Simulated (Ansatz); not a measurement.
**Platinum, omega (AlB2-type) under m-r²SCAN: from relaxation to bulk modulus**

Aim: take platinum in the omega (AlB2-type) structure, relax it, solve it on a dense k-mesh, then scale the cell to 7 volumes from 88 to 112 % of the relaxed one and try a fit of the equation of state. The start is ferromagnetic. The k-meshes are 8×8×12 for the relaxation; 11×11×15 for the dense run; 9×9×13 for the volumes.

Method: DFT m-r2SCAN, plane waves (500 eV) with PAW, scalar-relativistic; PBE-made PAW files; m-r²SCAN is r²SCAN on the gauge-invariant kinetic-energy density, in Ansatz 0.2.0.

### 1 Starting point

Symmetry: P6/mmm, No. 191, hexagonal system. The conventional cell has a = 4.402 Å, b = 4.402 Å, c = 2.698 Å, α = 90.00°, β = 90.00°, γ = 120.00°. Pt (site symmetry 6/mmm) is surrounded by 14 Pt at 2.70 to 2.88 Å. Pt (site symmetry -6m2) is surrounded by 11 Pt at 2.54 to 2.88 Å.

As a file:

```cif
data_structure
_symmetry_space_group_name_H-M 'P 1'
_symmetry_Int_Tables_number 1
_cell_length_a 4.4020
_cell_length_b 4.4020
_cell_length_c 2.6984
_cell_angle_alpha 90.000
_cell_angle_beta 90.000
_cell_angle_gamma 120.000
_cell_volume 45.28
loop_
_atom_site_label
_atom_site_type_symbol
_atom_site_fract_x
_atom_site_fract_y
_atom_site_fract_z
_atom_site_occupancy
Pt1 Pt 0.00000 0.00000 0.00000 1
Pt2 Pt 0.33333 0.66667 0.50000 1
Pt3 Pt 0.66667 0.33333 0.50000 1
```

Starting moments (μB): +1 ×3.

### 2 Geometry optimisation

Input file input.yaml:

```yaml
crystal:
  lattice:
    - [4.4020276304, 0.0, 0.0]
    - [-2.2010138152, 3.8122677561, 0.0]
    - [0.0, 0.0, 2.6984429374]
  atoms:
    - { symbol: Pt, position: [0.0, 0.0, 0.0], spin: 1.0 }
    - { symbol: Pt, position: [0.3333333333, 0.6666666667, 0.5], spin: 1.0 }
    - { symbol: Pt, position: [0.6666666667, 0.3333333333, 0.5], spin: 1.0 }
hamiltonian:
  xc: mr2scan
  pseudopotentials:
    kind: paw
    azcp:
      Pt: "pseudopotentials/Pt.paw.azcp"
basis:
  ecutwfc: 500
  fft_grid_basis: typed
kpoints:
  mp_grid: { grid: [8, 8, 12], shift: [0, 0, 0] }
magnetization:
  spin_polarized: true
scf:
  occupations: { method: fermi_dirac, width: 0.05 }
relax:
  max_steps: 60
  f_tol: 0.01
  cell: {}
```

Run with:

```console
$ ansatz run input.yaml --threads 2 --pin off --max-ram 6144MiB --backend cpu --events-out ev --progress --plain --runs-dir out
```

Further steps of the session: Dense single point; Volume × 0.88; Volume × 0.92; Volume × 0.96; Volume × 1.0; Volume × 1.04; Volume × 1.08; Volume × 1.12.

**Question.** What will these runs give? Wanted: space group; conventional cell; volume; shortest distance; gap on the mesh; magnetic state; relative to fcc.

As calculated:

```
                      quantity                                   value
space group (spins left aside)                        P6/mmm (No. 191)
             conventional cell  a = 4.502 Å, c = 2.678 Å (c/a = 0.595)
                        volume                          15.668 Å³/atom
             shortest distance                                 2.599 Å
               gap on the mesh            none (levels filled in part)
                magnetic state                            non-magnetic
               relative to fcc                           +151 meV/atom
```

What this shows: The relaxation enlarged the cell by 3.8 % in volume. It lies 151 meV/atom above the element's reference form at the same level (fcc, from a run of its own), so it is far from stable. The moments die out: the run ends non-magnetic. No gap shows: it is a metal or semimetal at this level. Relaxation kept the symmetry; phonons were not checked.
